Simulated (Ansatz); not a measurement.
# Si: the cost of one run

All numbers below are computed with Ansatz 0.2.0 (DFT PBE+D3(BJ), plane waves, PAW, scalar-relativistic, no spin polarisation).

**1. The system as given**

The cell holds 17 atoms (Si17): a = 7.679 Å, b = 7.679 Å, c = 7.679 Å, α = 60.00°, β = 60.00°, γ = 60.00°.

Its coordinates follow in the input file.

**2. End point A**

Input file input.yaml:

```yaml
crystal:
  lattice:
    - [0.0, 5.43, 5.43]
    - [5.43, 0.0, 5.43]
    - [5.43, 5.43, 0.0]
  atoms:
    - { symbol: Si, position: [0.0, 0.0, 0.0] }
    - { symbol: Si, position: [0.125, 0.125, 0.125] }
    - { symbol: Si, position: [0.0, 0.0, 0.5] }
    - { symbol: Si, position: [0.125, 0.125, 0.625] }
    - { symbol: Si, position: [0.0, 0.5, 0.0] }
    - { symbol: Si, position: [0.125, 0.625, 0.125] }
    - { symbol: Si, position: [0.0, 0.5, 0.5] }
    - { symbol: Si, position: [0.125, 0.625, 0.625] }
    - { symbol: Si, position: [0.5, 0.0, 0.0] }
    - { symbol: Si, position: [0.625, 0.125, 0.125] }
    - { symbol: Si, position: [0.5, 0.0, 0.5] }
    - { symbol: Si, position: [0.625, 0.125, 0.625] }
    - { symbol: Si, position: [0.5, 0.5, 0.0] }
    - { symbol: Si, position: [0.625, 0.625, 0.125] }
    - { symbol: Si, position: [0.5, 0.5, 0.5] }
    - { symbol: Si, position: [0.625, 0.625, 0.625] }
    - { symbol: Si, position: [0.2507262, 0.2481601, 0.2464229] }
basis:
  ecutwfc: 420.0
kpoints:
  mp_grid: { grid: [2, 2, 2] }
hamiltonian:
  xc: pbe
  dispersion: d3bj
  pseudopotentials: { kind: paw, azcp: { folder: soft_1 } }
scf:
  occupations: { method: gaussian, width: 0.02 }
  lower_state_search: "off"
relax:
  f_tol: 0.03
  max_steps: 60
  adjacent_minimum: "off"
```

Command:

```console
$ ansatz run input.yaml --threads 1 --pin off --max-ram 3072MiB --backend cpu --events-out ev --progress --plain --runs-dir out
```

What time and memory should one allow on 1 thread of Intel Xeon 6975P-C (Granite Rapids), shared host?

About 9.5 s, with a peak of 0.57 GiB.
